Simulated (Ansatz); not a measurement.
# quartet CH3Cl2Si at 5 levels

We compute a comparison of 5 runs (UBHLYP/6-31G*, UBLYP/6-31G*, UPBE/6-31G*, RPA@PBE0/6-31G*, UCCSD(T)/6-31G*) of quartet CH3Cl2Si. 

The results are computed with Ansatz 0.2.0.

58 further runs of the same task are left out: 2 that didn't finish, 56 set aside as unsound or not needed. Runs told in other sessions of the task aren't counted.

**1. The molecule**

CH3Cl2Si has 7 atoms, charge 0, and is taken as a quartet. As SMILES of the parent species, `[CH2][SiH](Cl)Cl`. The shape is that of a PBE0-D4/def2-TZVP optimisation. This is one conformer, not always the lowest. That shape belongs to the parent species and isn't relaxed for this state.

Bond lengths: C1–Si2 1.823 Å, Si2–Cl3 2.049 Å, Si2–Cl4 2.049 Å, C1–H5 1.085 Å, C1–H6 1.085 Å, Si2–H7 1.475 Å. Angles: C1–Si2–Cl3 110.0°, C1–Si2–Cl4 110.0°, Cl3–Si2–Cl4 107.9°, C1–Si2–H7 112.5°, Cl3–Si2–H7 108.1°, Cl4–Si2–H7 108.2°, Si2–C1–H5 122.1°, Si2–C1–H6 122.1°, H5–C1–H6 115.8°.

**2. The energy at UBHLYP/6-31G(d) (spherical functions) (run 1)**

Contents of run.yaml:

```yaml
crystal:
  periodic: [false, false, false]
  atoms:
    - {symbol: C, position_ang: [-0.692700, 0.892600, 0.197500]}
    - {symbol: Si, position_ang: [0.466300, -0.499500, -0.003900]}
    - {symbol: Cl, position_ang: [1.593800, -0.235400, -1.694300]}
    - {symbol: Cl, position_ang: [-0.574000, -2.252500, -0.209200]}
    - {symbol: H, position_ang: [-1.447700, 1.127200, -0.545500]}
    - {symbol: H, position_ang: [-0.668800, 1.540600, 1.067500]}
    - {symbol: H, position_ang: [1.384500, -0.641000, 1.142000]}
basis:
  gaussian:
    orbitals: 6-31G_st_-spherical.json
magnetization:
  spin_polarized: true
  initial_magnetization: 3
hamiltonian:
  xc: {name: BHLYP}
accuracy: high
output: {orbitals: {seedname: orbitals}}
```

The basis set 6-31G* is read from a file made from the Basis Set Exchange's data (not shown).

Run with:

```bash
ansatz run run.yaml --threads 1 --pin off --max-ram 3480MiB --events-out events.jsonl --progress --plain --runs-dir runs
```

Standard output:

```text
Warning: RAYON_NUM_THREADS=1 ignored (pool sized by the plan → 1); use --threads N
Functional definition: BHLYP
  name "BHLYP"
  parameter a = 0.5
  exchange = (1 - a)*b88_x + a*exact_x
  correlation = lyp_c
1599 factors; integrals over basis functions are off by at most 3.7e-9 eV
mean field evaluation 1: about -33998.0564 eV, gradient 1.5e1 eV
mean field evaluation 2: about -33998.5539 eV, gradient 1.3e1 eV
mean field evaluation 4: about -33999.5811 eV, gradient 9.4e-1 eV
mean field evaluation 8: about -33999.6786 eV, gradient 2.1e-1 eV
mean field evaluation 16: about -33999.6821 eV, gradient 3.5e-2 eV
mean field evaluation 32: about -33999.7705 eV, gradient 1.9e-1 eV
mean field evaluation 64: about -33999.7696 eV, gradient 6.3e-1 eV
mean field -33999.77525259 eV, -1249.4686946575 hartree, gradient 2.0e-8 eV, S^2 3.761100; 6 other end points of the search recorded, 0 dependent functions left out
reference -33999.77527895 eV, -1249.4686956261 hartree; 30, 27 occupied and 44, 47 virtual orbitals, 1599 factors
Total energy: -33999.77527895 eV, -1249.4686956261 hartree
```

Wall time 35 s (1 thread of Arm Neoverse V2, shared host); peak memory 0.4 GiB.

**3. A single-point energy at UBLYP/6-31G(d) (spherical functions) (run 2)**

Contents of input.yaml:

```yaml
basis:
  gaussian:
    orbitals: 6-31G_st_-spherical.json
crystal:
  periodic: [false, false, false]
  atoms:
    - {symbol: C, position_ang: [-0.692700, 0.892600, 0.197500]}
    - {symbol: Si, position_ang: [0.466300, -0.499500, -0.003900]}
    - {symbol: Cl, position_ang: [1.593800, -0.235400, -1.694300]}
    - {symbol: Cl, position_ang: [-0.574000, -2.252500, -0.209200]}
    - {symbol: H, position_ang: [-1.447700, 1.127200, -0.545500]}
    - {symbol: H, position_ang: [-0.668800, 1.540600, 1.067500]}
    - {symbol: H, position_ang: [1.384500, -0.641000, 1.142000]}
magnetization:
  spin_polarized: true
  initial_magnetization: 3
hamiltonian:
  xc: {name: BLYP}
accuracy: high
output:
  orbitals: {seedname: orbitals}
```

The basis set 6-31G* is read from a file made from the Basis Set Exchange's data (not shown).

Run with:

```bash
ansatz run input.yaml --threads 1 --pin off --max-ram 3480MiB --events-out events.jsonl --progress --plain --runs-dir runs
```

Standard output, shortened:

```text
Warning: RAYON_NUM_THREADS=1 ignored (pool sized by the plan → 1); use --threads N
Functional definition: BLYP
  name "BLYP"
[...]
1599 factors; integrals over basis functions are off by at most 3.7e-9 eV
[...]
mean field -34000.05886002 eV, -1249.4791170380 hartree, gradient 3.6e-8 eV, S^2 3.753680; 10 other end points of the search recorded, 0 dependent functions left out
reference -34000.05891202 eV, -1249.4791189489 hartree; 30, 27 occupied and 44, 47 virtual orbitals, 1599 factors
Total energy: -34000.05891202 eV, -1249.4791189489 hartree
```

Wall time 24 s (1 thread of Arm Neoverse V2, shared host); peak memory 0.25 GiB.

Runs 3 to 4 aren't shown in full; the table further down has their settings and results.

**4. The energy at UCCSD(T)/6-31G(d) (spherical functions) (run 5)**

Contents of in.yaml:

```yaml
crystal:
  periodic: [false, false, false]
  atoms:
    - {symbol: C, position_ang: [-0.692700, 0.892600, 0.197500]}
    - {symbol: Si, position_ang: [0.466300, -0.499500, -0.003900]}
    - {symbol: Cl, position_ang: [1.593800, -0.235400, -1.694300]}
    - {symbol: Cl, position_ang: [-0.574000, -2.252500, -0.209200]}
    - {symbol: H, position_ang: [-1.447700, 1.127200, -0.545500]}
    - {symbol: H, position_ang: [-0.668800, 1.540600, 1.067500]}
    - {symbol: H, position_ang: [1.384500, -0.641000, 1.142000]}
basis:
  gaussian: {orbitals: 6-31G_st_-spherical.json}
magnetization: {spin_polarized: true, initial_magnetization: 3}
correlation: {method: ccsd_t, frozen_orbitals: {C: 1, Cl: 5, H: 0, Si: 5}}
accuracy: high
scf: {omitted_lower_state_checks: [cluster_reference, increment]}
```

The basis set 6-31G* is read from a file made from the Basis Set Exchange's data (not shown).

Run with:

```bash
ansatz run in.yaml --threads 1 --pin off --max-ram 3480MiB --events-out events.jsonl --progress --plain --runs-dir runs
```

Standard output:

```text
Warning: RAYON_NUM_THREADS=1 ignored (pool sized by the plan → 1); use --threads N
[... 19 lines left out ...]
16 core orbitals not correlated: weight in the atoms' cores, before any rotation towards them, 1.000 or more for the frozen orbitals, at most 0.000 for the correlated occupied ones
[... 56 lines left out ...]
Total energy: -33952.87640541 eV, -1247.7451938127 hartree
Checks for a lower state left out: cluster_reference, increment
```

Wall time 81 s (1 thread of Arm Neoverse V2, shared host); peak memory 0.48 GiB.

**5. All runs side by side**

```
run                                  level  frozen core orbitals   energy (Eh)  HOMO energy (eV)   ⟨S²⟩  wall time
  1    UBHLYP/6-31G* (spherical functions)                     –  -1249.468696             -2.31  3.761       35 s
  2     UBLYP/6-31G* (spherical functions)                     –  -1249.479119             -0.46  3.754       24 s
  3      UPBE/6-31G* (spherical functions)                     –  -1248.937170             -0.70  3.754       23 s
  4  RPA@PBE0/6-31G* (spherical functions)                    16  -1247.911452                 –  3.756       63 s
  5  UCCSD(T)/6-31G* (spherical functions)                    16  -1247.745194                 –  3.770       81 s
```

**6. Results**

| quantity | value |
| --- | --- |
| run 5: total energy | -1247.74519 Eh |
| run 5: correlation energy (16 core orbitals frozen) | -495.6 mEh |
| run 5: (T) correction | -14.36 mEh |
| run 5: ⟨S²⟩ of the reference determinant | 3.770 |
| run 5: T1 diagnostic | 0.051 |

Totals of different functionals can't be ranked against each other. All runs together took 3.8 min, the longest 81 s.
